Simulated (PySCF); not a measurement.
# CF3C(O)NH2: NMR shifts at several levels of theory, part 2 of 2

PySCF 2.14.0. Atoms count from 0. Earlier steps stand in the parts before.

### 6 NMR shieldings: PBE0/cc-pVTZ

What the job is given:

```
{"job": {"kind": "nmr", "xc": "PBE0", "basis": "cc-pVTZ", "pop": true}, "charge": 0, "multiplicity": 1}
N      1.205346    -0.646114    -0.166631
C      0.482732     0.449968     0.137453
O      0.917553     1.518641     0.486644
C     -1.044556     0.241400     0.048179
F     -1.609083     1.236633    -0.613783
F     -1.563530     0.194209     1.269540
F     -1.359304    -0.906901    -0.574731
H      2.213819    -0.584379    -0.110741
H      0.770743    -1.496941    -0.493989
```

With the program's defaults for keys left out, this is: GIAO PBE0/cc-pVTZ NMR shielding, non-relativistic, gas phase.

Output:

```text
coarse grid: 8824 points
cycle   1  E = -506.3762805093  dE =  1.393e+00  |g| = 1.206e+00  |ddm| = 5.739e+00
cycle   2  E = -505.5405120834  dE =  8.358e-01  |g| = 2.468e+00  |ddm| = 3.885e+00
cycle   3  E = -506.6089616515  dE = -1.068e+00  |g| = 3.481e-01  |ddm| = 2.777e+00
cycle   4  E = -506.6278060391  dE = -1.884e-02  |g| = 1.347e-01  |ddm| = 5.146e-01
cycle   5  E = -506.6307785624  dE = -2.973e-03  |g| = 2.309e-02  |ddm| = 1.613e-01
cycle   6  E = -506.6308834717  dE = -1.049e-04  |g| = 7.990e-03  |ddm| = 3.987e-02
cycle   7  E = -506.6308959026  dE = -1.243e-05  |g| = 2.081e-03  |ddm| = 1.003e-02
cycle   8  E = -506.6308966242  dE = -7.216e-07  |g| = 5.762e-04  |ddm| = 3.067e-03
final grid: 90176 points
cycle   9  E = -506.6253076374  dE = -5.710e-05  |g| = 1.141e-02  |ddm| = 5.403e-02
cycle  10  E = -506.6252385666  dE =  6.907e-05  |g| = 2.256e-02  |ddm| = 3.522e-02
cycle  11  E = -506.6253297948  dE = -9.123e-05  |g| = 1.853e-03  |ddm| = 2.436e-02
cycle  12  E = -506.6253303716  dE = -5.767e-07  |g| = 3.281e-04  |ddm| = 2.457e-03
cycle  13  E = -506.6253303853  dE = -1.374e-08  |g| = 1.007e-04  |ddm| = 4.060e-04
cycle  14  E = -506.6253303868  dE = -1.478e-09  |g| = 2.593e-05  |ddm| = 1.525e-04
cycle  15  E = -506.6253303869  dE = -1.152e-10  |g| = 9.942e-06  |ddm| = 3.861e-05
converged SCF energy = -506.6253303869

GIAO shielding tensors (ppm)
atom      isotropic    diamagn.    paramagn.     s11        s22        s33       span
  0 N      158.649     313.973    -155.325     61.259    180.393    234.294    173.035
  1 C       27.392     248.474    -221.082    -69.638     60.595     91.218    160.856
  2 O      -61.362     400.969    -462.331   -322.953   -208.925    347.791    670.744
  3 C       65.244     241.790    -176.546     49.879     65.510     80.343     30.463
  4 F      269.116     467.806    -198.691    194.915    268.023    344.408    149.494
  5 F      262.542     469.044    -206.501    186.562    256.307    344.758    158.196
  6 F      274.434     472.275    -197.841    192.206    266.597    364.500    172.294
  7 H       26.698      30.686      -3.987     22.707     23.056     34.332     11.626
  8 H       25.472      31.698      -6.225     19.876     26.637     29.903     10.028
```

Wall time 25 s (1 thread, shared host).

This run: δ C1 159.9, C3 122.0, N0 108.1, O2 396.2, H8 5.82, H7 4.59 ppm.

### 7 Shielding tensors: PBE0/aug-cc-pVDZ

Same as in step 6 but for these lines:

```diff
@@ -1,2 +1,2 @@
-{"job": {"kind": "nmr", "xc": "PBE0", "basis": "cc-pVTZ", "pop": true}, "charge": 0, "multiplicity": 1}
+{"job": {"kind": "nmr", "xc": "PBE0", "basis": "aug-cc-pVDZ", "pop": true}, "charge": 0, "multiplicity": 1}
 N      1.205346    -0.646114    -0.166631
```

With the program's defaults for keys left out, this is: GIAO PBE0/aug-cc-pVDZ NMR shielding, non-relativistic, gas phase.

Output:

```text
coarse grid: 8824 points
cycle   1  E = -506.2600543542  dE =  1.421e+00  |g| = 1.129e+00  |ddm| = 5.795e+00
cycle   2  E = -505.4577837761  dE =  8.023e-01  |g| = 2.344e+00  |ddm| = 4.056e+00
cycle   3  E = -506.4813191911  dE = -1.024e+00  |g| = 3.252e-01  |ddm| = 2.879e+00
cycle   4  E = -506.4988925014  dE = -1.757e-02  |g| = 1.243e-01  |ddm| = 5.033e-01
cycle   5  E = -506.5017001713  dE = -2.808e-03  |g| = 2.016e-02  |ddm| = 1.542e-01
cycle   6  E = -506.5017855803  dE = -8.541e-05  |g| = 6.895e-03  |ddm| = 4.005e-02
cycle   7  E = -506.5017953005  dE = -9.720e-06  |g| = 1.744e-03  |ddm| = 9.276e-03
final grid: 90176 points
cycle   8  E = -506.5064074490  dE = -2.035e-05  |g| = 1.158e-02  |ddm| = 8.603e-02
cycle   9  E = -506.5063222564  dE =  8.519e-05  |g| = 2.403e-02  |ddm| = 3.899e-02
cycle  10  E = -506.5064327874  dE = -1.105e-04  |g| = 1.254e-03  |ddm| = 2.599e-02
cycle  11  E = -506.5064330757  dE = -2.883e-07  |g| = 2.611e-04  |ddm| = 1.807e-03
cycle  12  E = -506.5064330856  dE = -9.924e-09  |g| = 7.906e-05  |ddm| = 3.688e-04
cycle  13  E = -506.5064330866  dE = -9.992e-10  |g| = 2.526e-05  |ddm| = 1.220e-04
converged SCF energy = -506.5064330866

GIAO shielding tensors (ppm)
atom      isotropic    diamagn.    paramagn.     s11        s22        s33       span
  0 N      170.683     284.721    -114.038     79.309    193.623    239.117    159.809
  1 C       38.177     240.247    -202.070    -55.318     68.110    101.739    157.057
  2 O      -34.526     395.396    -429.921   -286.578   -168.845    351.846    638.425
  3 C       78.213     240.954    -162.741     62.199     78.472     93.967     31.769
  4 F      276.908     466.917    -190.009    207.203    274.940    348.581    141.378
  5 F      271.564     467.179    -195.615    200.275    264.285    350.134    149.859
  6 F      280.101     468.035    -187.934    204.224    274.491    361.589    157.365
  7 H       26.629      33.743      -7.114     22.865     23.057     33.965     11.100
  8 H       25.527      31.218      -5.691     20.301     26.485     29.795      9.494
```

Wall time 16 s (1 thread, shared host).

This run: δ C1 156.9, C3 116.9, N0 99.2, O2 370.4, H8 5.87, H7 4.77 ppm.

### 8 NMR shieldings: PBE0/IGLO-III

Same as in step 7 but for these lines:

```diff
@@ -1,2 +1,2 @@
-{"job": {"kind": "nmr", "xc": "PBE0", "basis": "aug-cc-pVDZ", "pop": true}, "charge": 0, "multiplicity": 1}
+{"job": {"kind": "nmr", "xc": "PBE0", "basis": "IGLO-III", "pop": true}, "charge": 0, "multiplicity": 1}
 N      1.205346    -0.646114    -0.166631
```

Level: GIAO PBE0/IGLO-III NMR shielding, non-relativistic, gas phase.

Output:

```text
coarse grid: 8824 points
cycle   1  E = -506.3915633813  dE =  1.413e+00  |g| = 1.213e+00  |ddm| = 2.246e+00
cycle   2  E = -505.5242633483  dE =  8.673e-01  |g| = 2.503e+00  |ddm| = 1.563e+00
cycle   3  E = -506.6266990996  dE = -1.102e+00  |g| = 3.568e-01  |ddm| = 1.207e+00
cycle   4  E = -506.6463122921  dE = -1.961e-02  |g| = 1.406e-01  |ddm| = 1.873e-01
cycle   5  E = -506.6495461629  dE = -3.234e-03  |g| = 2.297e-02  |ddm| = 6.160e-02
cycle   6  E = -506.6496473382  dE = -1.012e-04  |g| = 8.393e-03  |ddm| = 1.409e-02
cycle   7  E = -506.6496610695  dE = -1.373e-05  |g| = 2.065e-03  |ddm| = 3.984e-03
cycle   8  E = -506.6496617699  dE = -7.003e-07  |g| = 6.068e-04  |ddm| = 1.208e-03
final grid: 90176 points
cycle   9  E = -506.6578800720  dE = -9.388e-05  |g| = 1.044e-02  |ddm| = 4.712e-02
cycle  10  E = -506.6578239618  dE =  5.611e-05  |g| = 2.034e-02  |ddm| = 1.089e-02
cycle  11  E = -506.6578981259  dE = -7.416e-05  |g| = 1.879e-03  |ddm| = 7.917e-03
cycle  12  E = -506.6578987180  dE = -5.921e-07  |g| = 4.937e-04  |ddm| = 1.014e-03
cycle  13  E = -506.6578987510  dE = -3.308e-08  |g| = 1.323e-04  |ddm| = 1.824e-04
cycle  14  E = -506.6578987536  dE = -2.554e-09  |g| = 2.753e-05  |ddm| = 6.669e-05
cycle  15  E = -506.6578987537  dE = -1.322e-10  |g| = 1.041e-05  |ddm| = 1.483e-05
converged SCF energy = -506.6578987537

GIAO shielding tensors (ppm)
atom      isotropic    diamagn.    paramagn.     s11        s22        s33       span
  0 N      152.396     313.427    -161.031     53.146    176.083    227.959    174.812
  1 C       19.182     252.863    -233.681    -80.944     52.857     85.634    166.579
  2 O      -71.636     395.320    -466.957   -340.676   -219.635    345.403    686.079
  3 C       60.141     251.836    -191.695     44.251     60.246     75.925     31.674
  4 F      262.341     461.647    -199.306    187.449    260.219    339.354    151.905
  5 F      255.949     462.391    -206.442    178.632    248.685    340.529    161.897
  6 F      265.769     465.734    -199.965    184.544    259.514    353.249    168.705
  7 H       26.670      29.770      -3.100     22.978     23.026     34.006     11.028
  8 H       25.530      30.985      -5.455     20.096     26.767     29.726      9.630
```

It took 27 s on 1 thread, shared host.

In short: δ C1 164.6, C3 123.6, N0 108.2, O2 398.8, H8 5.84, H7 4.70 ppm.

### 9 Side by side: NMR shifts

Shifts (ppm), means over like atoms, with basis size and wall time (the measured row can stand on another reference than the computed rows):

| run | C1 | C3 | H8 | H7 | N0 | O2 | F4 | functions | time |
| --- | --- | --- | --- | --- | --- | --- | --- | --- | --- |
| PBE0/def2-SVP | 153.9 | 118.1 | 5.38 | 4.14 | 99.6 | 383.0 | -74.7 | 108 | 7.5 s |
| PBE0/def2-TZVP | 161.4 | 123.0 | 5.62 | 4.48 | 107.3 | 396.8 | -85.7 | 229 | 23 s |
| PBE0/cc-pVDZ | 153.2 | 117.5 | 5.28 | 4.05 | 100.4 | 378.8 | -86.5 | 108 | 8.3 s |
| PBE0/cc-pVTZ | 159.9 | 122.0 | 5.82 | 4.59 | 108.1 | 396.2 | -86.1 | 238 | 25 s |
| PBE0/aug-cc-pVDZ | 156.9 | 116.9 | 5.87 | 4.77 | 99.2 | 370.4 | -82.0 | 179 | 16 s |
| PBE0/IGLO-III | 164.6 | 123.6 | 5.84 | 4.70 | 108.2 | 398.8 | -86.7 | 265 | 27 s |
| measured | – | – | – | – | – | – | -76.8 | – | – |

Measured: G. Saielli, R. Bini, A. Bagno, Computational 19F NMR. 2. Organic compounds, RSC Adv. 2014, ESI (exp. from Berger-Braun-Kalinowski 1994 and Everett 1995).

### 10 What came out

What follows sums up all 2 parts.

| quantity | value |
| --- | --- |
| point group | C1 |
| rotational constants (main isotopes) | 3.81, 2.52, 2.06 GHz |
| ¹³C shifts against TMS (PBE0/def2-SVP) | 153.9, 118.1 ppm |
| ¹H shifts against TMS (PBE0/def2-SVP) | 5.38, 4.14 ppm |
| ¹⁵N shifts against NH3 (PBE0/def2-SVP) | 99.6 ppm |
| ¹⁷O shifts against H2O (PBE0/def2-SVP) | 383.0 ppm |
| ¹⁹F shifts against CFCl3 (PBE0/def2-SVP, means over atoms taken as alike) | -74.7 ppm |
| measured, and computed on the same scale | F4 δ -76.8, -74.7 ppm |
| range of the shift of O2 | 370.4 to 398.8 ppm |

Single values in the summary come from the first run of each kind that ended normally (PBE0/def2-SVP), which need not be the best level. Over 14 steps the energy fell by 0.053 eV; of the close pairs, C3–F5 changed most, 1.345 to 1.328 Å. No frequency check was run at this level, so the end point may be a saddle. At PBE0/def2-SVP: Shielding is most anisotropic at O2 (span 688 ppm, paramagnetic term -433 ppm). The one measured ¹⁹F shift is missed by +2.1 ppm (computed less measured, unscaled). Vibration, temperature and solvent are missing from the calculation, and it holds one conformer, so part of the miss against the measured shifts is not the functional's. In ppm, O2 moves most: its shift spreads over 28.4 ppm, from 370.4 (PBE0/aug-cc-pVDZ) to 398.8 (PBE0/IGLO-III). For the one measured ¹⁹F shift, PBE0/def2-SVP misses least (2.1 ppm, 7.5 s) and PBE0/IGLO-III most (9.9 ppm, 27 s). One molecule ranks no method: errors cancel, and vibration and temperature are missing from all runs.
